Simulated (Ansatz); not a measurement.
# B(H2O)F3 (BF3H2O): structure and electronic state

Aim: characterise B(H2O)F3 (BF3H2O) as a singlet: its structure, frontier levels and distribution of charge.

The runs use Ansatz 0.2.0, Gaussian basis; RKS PBE0-D4/def2-TZVP.

The runs, in order: relaxation at r2SCAN-D4/def2-SVP; a search for the lowest solution at PBE0-D4/def2-SVP; a single point at PBE0-D4/def2-TZVP.

**1. The system as given**

7 atoms, charge 0, spin multiplicity 1.

Atoms are counted from 1 here; the program's logs count them from 0.

Bond lengths: B1–O2 1.792 Å, B1–F5 1.327 Å, B1–F6 1.343 Å, B1–F7 1.330 Å, O2–H3 0.967 Å, O2–H4 0.967 Å. Angles: O2–B1–F5 102.2°, O2–B1–F6 99.7°, O2–B1–F7 101.6°, F5–B1–F6 115.7°, F5–B1–F7 117.7°, F6–B1–F7 115.6°, B1–O2–H3 104.9°, B1–O2–H4 105.1°, H3–O2–H4 109.9°.

As a file:

```mol
BF3H2O
  3D, bonds by distance, orders not assigned

  7  6  0  0  0  0  0  0  0  0999 V2000
    0.0819   -0.1217   -0.7299 B   0  0
    0.1061   -0.1165    1.0616 O   0  0
   -0.8207   -0.2033    1.3234 H   0  0
    0.4366    0.7585    1.3072 H   0  0
    1.3753   -0.1034   -1.0280 F   0  0
   -0.5836    1.0234   -0.9499 F   0  0
   -0.5957   -1.2371   -0.9844 F   0  0
  1  2  8  0
  1  5  8  0
  1  6  8  0
  1  7  8  0
  2  3  8  0
  2  4  8  0
M  END
```

The start is a GFN2-xTB geometry.

**2. Relaxation at r2SCAN-D4/def2-SVP**

in.yaml reads:

```yaml
crystal:
  periodic: [false, false, false]
  atoms:
    - {symbol: B, position_ang: [0.081930, -0.121670, -0.729870]}
    - {symbol: O, position_ang: [0.106100, -0.116480, 1.061580]}
    - {symbol: H, position_ang: [-0.820710, -0.203290, 1.323430]}
    - {symbol: H, position_ang: [0.436650, 0.758530, 1.307160]}
    - {symbol: F, position_ang: [1.375290, -0.103440, -1.027970]}
    - {symbol: F, position_ang: [-0.583550, 1.023410, -0.949940]}
    - {symbol: F, position_ang: [-0.595720, -1.237060, -0.984390]}
basis:
  gaussian: {orbitals: def2-SVP}
hamiltonian: {xc: r2scan, dispersion: d4}
scf: {omitted_lower_state_checks: [starts]}
output: {orbitals: {seedname: orbitals}}
relax: {f_tol: 0.02, max_steps: 100}
```

The run is started by

```console
ansatz run in.yaml --threads 4 --pin off --events-out ev --progress --plain --max-ram 3916MiB
```

Further steps of the session: Searching for the lowest solution, PBE0-D4/def2-SVP; Single point, PBE0-D4/def2-TZVP.

Q: Predict the results of all the runs planned. Wanted: point group; commonest bond, hydrogen aside; HOMO, LUMO at PBE0-D4/def2-TZVP; dipole at r2SCAN-D4/def2-SVP.

The runs gave:

```
                       quantity                          value
                    point group                             Cs
 commonest bond, hydrogen aside  B–F, 3 of mean length 1.350 Å
HOMO, LUMO at PBE0-D4/def2-TZVP               -10.92, -0.29 eV
   dipole at r2SCAN-D4/def2-SVP                         4.59 D
```

In words: The molecule keeps its bonding pattern by the stored test; the atoms moved 0.35 Å (rms). No usable vibrations, so a minimum isn't proven. The HOMO lies nearest to F5 41 %; F6, F7 about 29 % each and the LUMO to H3, H4 about 37 % each; O2 13 %. The point group is read from a loosely relaxed geometry; soft torsions can leave it below the true symmetry.
